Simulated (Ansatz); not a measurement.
# SnH2Cl (SMILES [Cl][SnH2]): levels of theory compared

Aim: a comparison of 6 runs (UHF/STO-3G, UB3LYP/STO-3G, UHSE06/STO-3G, UMP2/STO-3G, UBCCD(T)/STO-3G, UCCSD/STO-3G) of SnH2Cl. 

The calculation is run with Ansatz 0.2.0.

51 further runs of the same task are left out: 15 that didn't finish, 36 set aside as unsound or not needed.

## 1. Starting point

The species is SnH2Cl (4 atoms), meant as a doublet with charge 0. As SMILES, `[Cl][SnH2]`. The Sn2–Cl1 distance was set to 5.857 Å, away from the relaxed value. At this shape a bond of the SMILES string is far longer than usual.

Bond lengths: Sn2–H3 1.723 Å, Sn2–H4 1.723 Å. Angles: H3–Sn2–H4 111.9°.

## 2. A single-point energy at UHF/STO-3G (run 1)

Input file in.yaml:

```yaml
basis:
  gaussian:
    orbitals: STO-3G
crystal:
  periodic: [false, false, false]
  atoms:
    - {symbol: Cl, position_ang: [-5.276481, 1.265395, -0.866848]}
    - {symbol: Sn, position_ang: [0.380000, -0.179600, -0.397100]}
    - {symbol: H, position_ang: [0.412500, -1.500000, 0.709600]}
    - {symbol: H, position_ang: [1.145500, 1.221000, 0.252100]}
magnetization:
  spin_polarized: true
  initial_magnetization: 1
hamiltonian:
  xc: hf
accuracy: high
```

The run is started by

```
$ ansatz run in.yaml --threads 1 --pin off --max-ram 2610MiB --events-out events.jsonl --progress --plain --runs-dir runs
```

Log:

```text
Warning: RAYON_NUM_THREADS=1 ignored (pool sized by the plan → 1); use --threads N
Functional definition: HF
  name "HF"
  exchange = exact_x
  correlation = 0
623 factors; integrals over basis functions are off by at most 1.9e-8 eV
mean field evaluation 1: about -174663.8696 eV, gradient 5.1e0 eV
mean field evaluation 2: about -174663.8722 eV, gradient 5.1e0 eV
mean field evaluation 4: about -174664.1941 eV, gradient 3.3e0 eV
mean field evaluation 8: about -174650.7596 eV, gradient 7.4e0 eV
mean field evaluation 16: about -174667.6438 eV, gradient 1.8e-2 eV
mean field evaluation 32: about -174667.6468 eV, gradient 1.3e-3 eV
mean field evaluation 64: about -174667.6447 eV, gradient 4.5e-3 eV
mean field evaluation 96: about -174667.7113 eV, gradient 1.5e-2 eV
mean field evaluation 128: about -174667.6407 eV, gradient 4.5e-1 eV
mean field evaluation 160: about -174666.4994 eV, gradient 1.8e0 eV
mean field evaluation 192: about -174667.7089 eV, gradient 5.8e-3 eV
mean field evaluation 224: about -174667.6449 eV, gradient 3.1e-2 eV
mean field evaluation 256: about -174650.7637 eV, gradient 7.3e0 eV
mean field -174667.71173459 eV, -6418.9200122189 hartree, gradient 5.9e-8 eV, S^2 1.308224; 6 other end points of the search recorded, 0 dependent functions left out
reference -174667.71173459 eV, -6418.9200122189 hartree; 35, 34 occupied and 3, 4 virtual orbitals, 623 factors
Total energy: -174667.71173459 eV, -6418.9200122189 hartree
```

Run time: 4.5 s. Hardware: 1 thread of Arm Neoverse V2, shared host; peak memory 0.17 GiB.

## 3. The energy at UB3LYP/STO-3G (run 2)

Input file job.yaml:

```yaml
crystal:
  periodic: [false, false, false]
  atoms:
    - symbol: Cl
      position_ang: [-5.276481, 1.265395, -0.866848]
    - symbol: Sn
      position_ang: [0.380000, -0.179600, -0.397100]
    - symbol: H
      position_ang: [0.412500, -1.500000, 0.709600]
    - symbol: H
      position_ang: [1.145500, 1.221000, 0.252100]
basis:
  gaussian: {orbitals: STO-3G}
magnetization: {spin_polarized: true, initial_magnetization: 1}
hamiltonian: {xc: {name: B3LYP}}
accuracy: high
```

The run is started by

```
$ ansatz run job.yaml --threads 1 --pin off --max-ram 2610MiB --events-out events.jsonl --progress --plain --runs-dir runs
```

Log:

```text
Warning: RAYON_NUM_THREADS=1 ignored (pool sized by the plan → 1); use --threads N
Functional definition: B3LYP
  name "B3LYP"
  parameter a0 = 0.2
  parameter ax = 0.72
  parameter ac = 0.81
  exchange = (1 - a0 - ax)*slater_x + ax*b88_x + a0*exact_x
  correlation = (1 - ac)*vwn_rpa_c + ac*lyp_c
623 factors; integrals over basis functions are off by at most 1.9e-8 eV
mean field evaluation 1: about -174735.1655 eV, gradient 7.0e0 eV
mean field evaluation 2: about -174467.0334 eV, gradient 1.6e1 eV
mean field evaluation 4: about -174690.0884 eV, gradient 1.1e1 eV
mean field evaluation 8: about -174690.1915 eV, gradient 1.0e1 eV
mean field evaluation 16: about -174739.4699 eV, gradient 5.2e-2 eV
mean field evaluation 32: about -174739.4842 eV, gradient 1.1e-5 eV
mean field evaluation 64: about -174739.4842 eV, gradient 1.2e-2 eV
mean field -174739.48422157 eV, -6421.5576024664 hartree, gradient 1.7e-8 eV, S^2 0.852652; 6 other end points of the search recorded, 0 dependent functions left out
reference -174739.48425780 eV, -6421.5576037978 hartree; 35, 34 occupied and 3, 4 virtual orbitals, 623 factors
Total energy: -174739.48425780 eV, -6421.5576037978 hartree
```

Wall time 17 s (1 thread of Arm Neoverse V2, shared host); peak memory 0.2 GiB.

Runs 3 to 5 aren't shown in full; the table further down has their settings and results.

## 4. A single-point energy at UCCSD/STO-3G (run 6)

Input file input.yaml:

```yaml
crystal:
  periodic: [false, false, false]
  atoms:
    - symbol: Cl
      position_ang: [-5.276481, 1.265395, -0.866848]
    - symbol: Sn
      position_ang: [0.380000, -0.179600, -0.397100]
    - symbol: H
      position_ang: [0.412500, -1.500000, 0.709600]
    - symbol: H
      position_ang: [1.145500, 1.221000, 0.252100]
basis:
  gaussian:
    orbitals: STO-3G
magnetization:
  spin_polarized: true
  initial_magnetization: 1
scf:
  omitted_lower_state_checks: [cluster_reference, increment]
accuracy: high
correlation:
  method: ccsd
  frozen_orbitals: {Cl: 5, H: 0, Sn: 18}
```

The run is started by

```
$ ansatz run input.yaml --threads 1 --pin off --max-ram 2610MiB --events-out events.jsonl --progress --plain --runs-dir runs
```

Log:

```text
Warning: RAYON_NUM_THREADS=1 ignored (pool sized by the plan → 1); use --threads N
[... 19 lines left out ...]
23 core orbitals not correlated: weight in the atoms' cores, before any rotation towards them, 1.000 or more for the frozen orbitals, at most 0.000 for the correlated occupied ones
[... 87 lines left out ...]
Total energy: -174668.83793807 eV, -6418.9613994332 hartree
Checks for a lower state left out: cluster_reference, increment
```

Run time: 8.1 s. Hardware: 1 thread of Arm Neoverse V2, shared host; peak memory 0.18 GiB.

## 5. Overview of the runs

| run | level | frozen core orbitals | energy (Eh) | ⟨S²⟩ | wall time |
| --- | --- | --- | --- | --- | --- |
| 1 | UHF/STO-3G | – | -6418.920012 | 1.308 | 4.5 s |
| 2 | UB3LYP/STO-3G | – | -6421.557604 | 0.853 | 17 s |
| 3 | UHSE06/STO-3G | – | -6421.157571 | 0.941 | 43 s |
| 4 | UMP2/STO-3G | 23 | -6418.944677 | 1.308 | 7.5 s |
| 5 | UBCCD(T)/STO-3G | 23 | -6418.961635 | 1.308 | 8.4 s |
| 6 | UCCSD/STO-3G | 23 | -6418.961399 | 1.308 | 8.1 s |

## 6. What came out

```
                                           quantity           value
                                run 6: total energy  -6418.96140 Eh
run 6: correlation energy (23 core orbitals frozen)       -41.4 mEh
           run 6: ⟨S²⟩ of the reference determinant           1.308
                               run 6: T1 diagnostic           0.072
```

**Reading.** Below the UHF energy at the same shape and in the same basis (STO-3G): UMP2 -24.7 mEh; UBCCD(T) -41.6 mEh; UCCSD -41.4 mEh. Totals of different functionals can't be ranked against each other. In runs 1, 2, 3, 4, 5, 6 the basis is minimal, so the values are rough. In runs 1, 2, 3, 4, 5, 6 relativity is left out where basis or elements ask for it. Spin contamination of the reference: run 4 ⟨S²⟩ = 1.31, run 5 ⟨S²⟩ = 1.31, run 6 ⟨S²⟩ = 1.31, run 1 ⟨S²⟩ = 1.31, run 3 ⟨S²⟩ = 0.94, run 2 ⟨S²⟩ = 0.85. All runs together took 89 s, the longest 43 s.
